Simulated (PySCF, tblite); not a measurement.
# CBeF2N−, a complex of two parts: NMR shifts, interaction energy, infrared bands, spin-spin couplings and core binding energies

One table from this session's results is given with a row withheld; the runs are named, their logs left out.

Computed with tblite 0.8.0 and PySCF 2.14.0; each step states its level. No surroundings beyond the atoms listed, unless a continuum is named. Atoms count from 0, parts from 1.

## Starting point

5 atoms, charge -1, multiplicity 1; geometry: rigid parts in contact. Parts: 1 = atoms 0–2, `[F][Be][F]`, charge 0; 2 = atoms 3–4, `[C-]#N`, charge -1.

The first run:

What the job is given:

```
{"job": {"kind": "dock", "xc": "GFN2-xTB", "basis": "xTB"}, "charge": -1, "multiplicity": 1, "parts": [{"atoms": "0-2", "charge": 0, "multiplicity": 1}, {"atoms": "3-4", "charge": -1, "multiplicity": 1}]}
F     -1.346159    -0.123038    -0.219683
Be     0.000005    -0.000158     0.000117
F      1.346154     0.123196     0.219565
C     -1.307961    -0.842854     2.440280
N     -0.603282     0.086185     2.724254
```

Level: GFN2-xTB search for minima from random contacts, gas phase.

Launch:

```
> OMP_NUM_THREADS=1 python cluster_run.py task.json out
```

One launch serves the whole session: the jobs run in the order shown.

Steps of the session up to this table: Bringing the parts together with GFN2-xTB; Geometry optimisation at PBE0-D3(BJ)/def2-TZVPD; Shielding tensors: PBE0/aug-pcSseg-2; Coupled-cluster interaction energy: CCSD(T) and MP2.

One table of the session follows, with a row left open; its other results are not shown here.

It belongs to the step «Coupled-cluster interaction energy: CCSD(T) and MP2». 

| method | interaction energy (kcal/mol) |
| --- | --- |
| HF/aug-cc-pVDZ | -80.31 |
| MP2/aug-cc-pVDZ | -74.62 |
| CCSD/aug-cc-pVDZ | -76.44 |
| CCSD(T)/aug-cc-pVDZ | -75.71 |
| HF/aug-cc-pVQZ | -81.92 |
| MP2/aug-cc-pVQZ | -77.95 |
| SCS-MP2/aug-cc-pVQZ | -77.90 |
| MP2, extrapolated | ? |
| CCSD(T), limit estimate | -79.54 |

**Question.** Estimate the row for MP2, extrapolated.

**Answer.** interaction energy (kcal/mol): -78.44. In the column «interaction energy (kcal/mol)» it lies between CCSD(T), limit estimate (-79.54) and MP2/aug-cc-pVQZ (-77.95).

To keep in mind: The interaction energy leaves out the deformation of the parts, 21.60 kcal/mol at MP2. So large a deformation means that a part is far from its own minimum, so a sum across the two methods would be rough.
